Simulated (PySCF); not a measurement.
# H2S2Tl (Tl(SH)2+): the cost of one run

Program: PySCF 2.14.0. Level of theory: PBE, Tl def2-SVP with ECP60, S def2-SVP, H def2-SVP; scalar-relativistic core potentials, no spin–orbit coupling. These are calculated values, not measurements.

3 further runs of the same task are left out: 2 for a known fault of the program, 1 that didn't finish.

### Step 1. Where the work starts

5 atoms, charge 1, spin multiplicity 1.

Bond lengths: Tl1–S2 2.498 Å, Tl1–S4 2.498 Å, S2–H3 1.341 Å, S4–H5 1.341 Å. Angles: S2–Tl1–S4 180.0°, Tl1–S2–H3 104.2°, Tl1–S4–H5 104.2°.

Coordinates:

| atom | x (Å) | y (Å) | z (Å) |
| --- | --- | --- | --- |
| Tl1 | 0.0000 | 0.0000 | 0.0000 |
| S2 | 0.0000 | 0.0000 | 2.4985 |
| H3 | 0.0000 | 1.3000 | 2.8285 |
| S4 | 0.0000 | 0.0000 | -2.4985 |
| H5 | 0.0000 | -1.3000 | -2.8285 |

Formal oxidation states: Tl +3.

### Step 2. SCF at the start, singlet

Contents of run.py (the lines that set the calculation):

```python
mol = gto.M(atom='''
Tl     0.00000     0.00000     0.00000
S      0.00000     0.00000     2.49850
H      0.00000     1.30000     2.82850
S      0.00000     0.00000    -2.49850
H      0.00000    -1.30000    -2.82850''',
    basis={'Tl': 'def2-SVP', 'S': 'def2-SVP', 'H': 'def2-SVP'},
    ecp={'Tl': 'def2-SVP'},
    charge=1, spin=0)
mf = dft.RKS(mol, xc='PBE')
mf.grids.atom_grid = (50, 194)
mf = mf.density_fit()  # fitting sets: Tl def2-universal-JKFIT, S def2-universal-JKFIT, H def2-universal-JKFIT
mf.conv_tol = 1e-08; mf.max_cycle = 55
mf.kernel(dm0)  # dm0: free metal ions and neutral atoms
```

The run is started by

```bash
$ OMP_NUM_THREADS=2 python run.py
```

**Question.** How long does this run take on 2 threads of AMD EPYC 7B13 (Zen 3), shared host, and how much memory does it need?

About 1.9 s, with a peak of 0.34 GiB.
